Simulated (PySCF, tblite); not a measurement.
# C4H9FO3Si: geometry, infrared bands and NMR shifts

What infrared bands and NMR shifts should C4H9FO3Si (`C[C@@H](O[SiH3])[C@@H](F)C(=O)O`) show?

Programs: tblite 0.8.0 and PySCF 2.14.0, with density-fitted response routines of our own. Each step states its level of theory. These are calculated values for one molecule in the gas phase, unless marked as measured. Atoms count from 0, in the outputs and in this text.

## (1) The molecule as given

18 atoms, charge 0, multiplicity 1; geometry from: force field or distance geometry start.

Bonds of the start (Å): C0–C1 1.50, C1–O2 1.38, O2–Si3 1.72, C1–C4 1.51, C4–F5 1.38, C4–C6 1.48, C6–O7 1.27, C6–O8 1.36, C0–H9 1.10, C0–H10 1.10, C0–H11 1.10, C1–H12 1.12, Si3–H13 1.45, Si3–H14 1.48, Si3–H15 1.47, C4–H16 1.10, O8–H17 1.01.

## (2) Relaxing the molecule with GFN2-xTB

The job: settings as JSON, then the geometry in Å.

```
{"job": {"kind": "relax", "xc": "GFN2-xTB", "basis": "xTB"}, "charge": 0, "multiplicity": 1}
C     -0.897100    -1.343300    -1.406300
C     -0.301600    -0.388700    -0.411200
O     -0.895800    -0.406700     0.833400
Si    -1.532400     1.128100     1.280400
C      1.167200    -0.682100    -0.247600
F      1.894400    -0.550900    -1.407400
C      1.737900     0.178600     0.815300
O      2.277800    -0.374900     1.826300
O      1.720700     1.542000     0.785900
H     -1.689700    -0.782700    -1.931500
H     -1.269300    -2.277900    -0.965400
H     -0.129400    -1.624400    -2.137000
H     -0.390600     0.666700    -0.771100
H     -0.972300     2.142900     0.406900
H     -3.009900     1.030400     1.216100
H     -1.145000     1.375700     2.681200
H      1.315400    -1.721100     0.092900
H      2.110900     2.094700     1.533100
```

Launch:

```
$ OMP_NUM_THREADS=1 python probes_run.py task.json out
```

The driver reads the jobs from task.json and runs them one after another.

**Question.** This job is followed by: GFN2-xTB harmonic vibrations, gas phase; GIAO PBE0/pcSseg-1 NMR shielding, non-relativistic, gas phase. What will the session give for the following? strongest single infrared mode (GFN2-xTB); zero-point energy (GFN2-xTB); ¹³C shifts against TMS (PBE0/pcSseg-1); ¹H shifts against TMS (PBE0/pcSseg-1, means over atoms taken as alike); ¹⁷O shifts against H2O (PBE0/pcSseg-1); ²⁹Si shifts against TMS (PBE0/pcSseg-1); ¹⁹F shifts against CFCl3 (PBE0/pcSseg-1).

As calculated:

```
                                                              quantity                             value
                             strongest single infrared mode (GFN2-xTB)             1813 cm⁻¹, 450 km/mol
                                          zero-point energy (GFN2-xTB)                     79.2 kcal/mol
                                ¹³C shifts against TMS (PBE0/pcSseg-1)       173.0, 99.7, 75.2, 21.0 ppm
¹H shifts against TMS (PBE0/pcSseg-1, means over atoms taken as alike)  6.32, 4.89, 4.62, 4.00, 1.46 ppm
                                ¹⁷O shifts against H2O (PBE0/pcSseg-1)            459.4, 200.1, 28.6 ppm
                               ²⁹Si shifts against TMS (PBE0/pcSseg-1)                         -37.6 ppm
                              ¹⁹F shifts against CFCl3 (PBE0/pcSseg-1)                        -223.2 ppm
```

**Reading.** Over 128 steps the energy fell by 1.064 eV; of the close pairs, O2–Si3 changed most, 1.721 to 1.623 Å. No mode is imaginary among the 48: a minimum at this level. The strongest single mode, at 1813 cm⁻¹, moves mainly C6 and O7. GFN2-xTB is a fitted tight-binding method: band positions and strengths are rough. Its intensities can rank the bands wrongly. The most deshielded carbon is C6 (carboxylic acid carbon), at 173.0 ppm: it is a carbonyl in resonance with an O or N lone pair, the region of acids, esters and amides. At PBE0/pcSseg-1: Shielding is most anisotropic at O7 (span 632 ppm, paramagnetic term -523 ppm).
